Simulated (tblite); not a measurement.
# C4H9F3Si2: the cost of one run

Computed with tblite 0.8.0 and PySCF 2.14.0, with density-fitted response routines of our own, on a single molecule in the gas phase. Atoms are numbered from 0 throughout.

**1. The molecule as given**

18 atoms, charge 0, multiplicity 1; geometry from: force field or distance geometry start.

Bonds of the start (Å): C0–Si1 1.85, Si1–C2 1.83, C2–C3 1.35, C3–Si4 1.86, C3–C5 1.51, C5–F6 1.36, C5–F7 1.36, C5–F8 1.35, C0–H9 1.09, C0–H10 1.10, C0–H11 1.08, Si1–H12 1.50, Si1–H13 1.48, C2–H14 1.10, Si4–H15 1.48, Si4–H16 1.49, Si4–H17 1.48.

**2. Relaxing the molecule with GFN2-xTB**

What the job is given:

```
{"job": {"kind": "relax", "xc": "GFN2-xTB", "basis": "xTB"}, "charge": 0, "multiplicity": 1}
C      2.770600    -0.322400    -0.391700
Si     1.713900     0.835500     0.599900
C      0.012200     0.962400    -0.048300
C     -1.017300     0.083400    -0.002500
Si    -2.684400     0.468500    -0.723900
C     -1.048900    -1.300900     0.611800
F      0.167400    -1.701300     1.073200
F     -1.888500    -1.368000     1.673500
F     -1.427100    -2.250500    -0.277600
H      2.826300     0.010600    -1.427200
H      2.349700    -1.336100    -0.392500
H      3.775900    -0.376100     0.009700
H      1.646000     0.393100     2.033600
H      2.319600     2.187300     0.585600
H     -0.143200     1.940400    -0.529800
H     -2.684000     0.107200    -2.156900
H     -2.929500     1.934000    -0.620600
H     -3.767600    -0.260800    -0.027800
```

Launch:

```console
$ OMP_NUM_THREADS=1 python probes_run.py task.json out
```

This one command runs all jobs of the session in turn.

**Question.** How long does this first job take on 1 thread of Arm Neoverse V1, shared host, and how much memory does it need?

About 1.3 s, with a peak of 0.18 GiB.
